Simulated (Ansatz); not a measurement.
**AlN₂H₅ + NH₃: a complex and its separated parts**

The complex below is one end of an elementary step. How strongly is it bound against its free parts?

Program: Ansatz 0.2.0, Gaussian basis. Level of theory: PBE0-D4/def2-TZVP structures, single points in def2-TZVPP, no counterpoise correction. These are calculated values, not measurements.

Levels: SPW92, PBE-D4, BLYP-D4, r2SCAN-D4, B97M-V, PBE0-D4, B3LYP-D4, r2SCAN0-D4, BHLYP-D4, CAM-B3LYP-D4, wB97X-V, wB97M-V, B2PLYP, PBE-QIDH, RPA on PBE, Hartree-Fock, MP2, CCSD, CCSD(T).

Correlated methods freeze the cores. B3LYP uses VWN-RPA correlation. B2PLYP carries no dispersion term here.

94 further runs of the same task are left out: 94 set aside as unsound or not needed.

## Step 1: The system as given

The complex: 12 atoms, charge 0, spin multiplicity 1.

Atoms are counted from 1 here; the program's logs count them from 0.

Bond lengths: Al1–N2 2.064 Å, Al1–N3 1.817 Å, Al1–N4 1.815 Å, Al1–H6 1.604 Å, N2–H5 1.013 Å, N2–H7 1.015 Å, N2–H8 1.015 Å, N3–H9 1.009 Å, N3–H10 1.009 Å, N4–H11 1.009 Å, N4–H12 1.009 Å. Angles: N2–Al1–N3 98.2°, N2–Al1–N4 98.7°, N2–Al1–H6 100.1°, N3–Al1–N4 115.8°, N3–Al1–H6 119.3°, N4–Al1–H6 117.6°, Al1–N2–H5 116.4°, Al1–N2–H7 106.2°, Al1–N2–H8 106.4°, H5–N2–H7 109.2°, H5–N2–H8 109.2°, H7–N2–H8 109.2°, Al1–N3–H9 120.7°, Al1–N3–H10 121.0°, H9–N3–H10 107.9°, Al1–N4–H11 120.5°, Al1–N4–H12 122.3°, H11–N4–H12 108.1°.

Geometry (Å):

```xyz
12
AlH8N3
Al    0.38749   -0.28466   -0.43660
N     0.33567    1.37763    0.78509
N    -1.11782    0.05085   -1.39689
N     0.24275   -1.56817    0.83796
H     1.11256    2.02269    0.70155
H     1.82129   -0.08107   -1.12615
H     0.29360    1.02794    1.73725
H    -0.52851    1.86536    0.57040
H    -1.06077    0.43798   -2.32694
H    -1.90185   -0.58382   -1.37347
H     1.02292   -2.17204    1.04766
H    -0.60712   -2.09270    0.98015
```

Its parts: AlN₂H₅ holds atoms 1, 3, 4, 6, 9, 10, 11, 12; NH₃ holds atoms 2, 5, 7, 8. Each part counts its atoms afresh in its own runs.

## Step 2: Relaxing AlN₂H₅ alone

Input file relax-a/in.yaml:

```yaml
crystal:
  periodic: [false, false, false]
  atoms:
    - {symbol: Al, position_ang: [0.387490, -0.284659, -0.436603]}
    - {symbol: N, position_ang: [-1.117818, 0.050850, -1.396893]}
    - {symbol: N, position_ang: [0.242749, -1.568169, 0.837959]}
    - {symbol: H, position_ang: [1.821286, -0.081074, -1.126152]}
    - {symbol: H, position_ang: [-1.060769, 0.437982, -2.326944]}
    - {symbol: H, position_ang: [-1.901845, -0.583816, -1.373472]}
    - {symbol: H, position_ang: [1.022918, -2.172042, 1.047660]}
    - {symbol: H, position_ang: [-0.607119, -2.092697, 0.980150]}
basis:
  gaussian: {orbitals: def2-TZVP}
hamiltonian: {xc: pbe0, dispersion: d4}
relax: {f_tol: 0.005, max_steps: 200}
```

Launch:

```console
$ ansatz run in.yaml --threads 4 --pin off --events-out ev --progress --plain --max-ram 9574MiB
```

After this run come: Relaxing NH₃ alone; SPW92/def2-TZVPP; PBE-D4/def2-TZVPP; BLYP-D4/def2-TZVPP; r2SCAN-D4/def2-TZVPP; B97M-V/def2-TZVPP; PBE0-D4/def2-TZVPP; B3LYP-D4/def2-TZVPP; r2SCAN0-D4/def2-TZVPP; BHLYP-D4/def2-TZVPP; CAM-B3LYP-D4/def2-TZVPP; wB97X-V/def2-TZVPP; wB97M-V/def2-TZVPP; B2PLYP/def2-TZVPP; PBE-QIDH/def2-TZVPP; RPA on PBE/def2-TZVPP; CCSD(T)/def2-TZVPP; Vibrations of AlN₂H₅; Vibrations of NH₃.

What does the calculation give? Wanted: complex less parts, CCSD(T)/def2-TZVPP; with zero-point energy; largest T1 diagnostic.

The runs gave:

| quantity | value |
| --- | --- |
| complex less parts, CCSD(T)/def2-TZVPP | -20.6 kcal/mol |
| with zero-point energy | -18.4 kcal/mol |
| largest T1 diagnostic | 0.010 |

In words: At CCSD(T) the complex lies 20.6 kcal/mol below its parts. Among the functionals PBE-D4 lands nearest to CCSD(T) (0.0 kcal/mol) and SPW92 farthest (-5.1 kcal/mol). CAM-B3LYP-D4 is as near within the digits shown. Mean unsigned error by rung: LDA 5.1, GGA 1.0, meta-GGA 0.4, hybrid 1.0, range-separated hybrid 0.2, double hybrid 1.5 kcal/mol. PBE-D4 gives a relative energy 0.0 kcal/mol too low, inside chemical accuracy (1 kcal/mol). No counterpoise was applied, and triple zeta lacks some correlation, so the CCSD(T) reference has a basis error of its own, and close matches with it are partly luck.
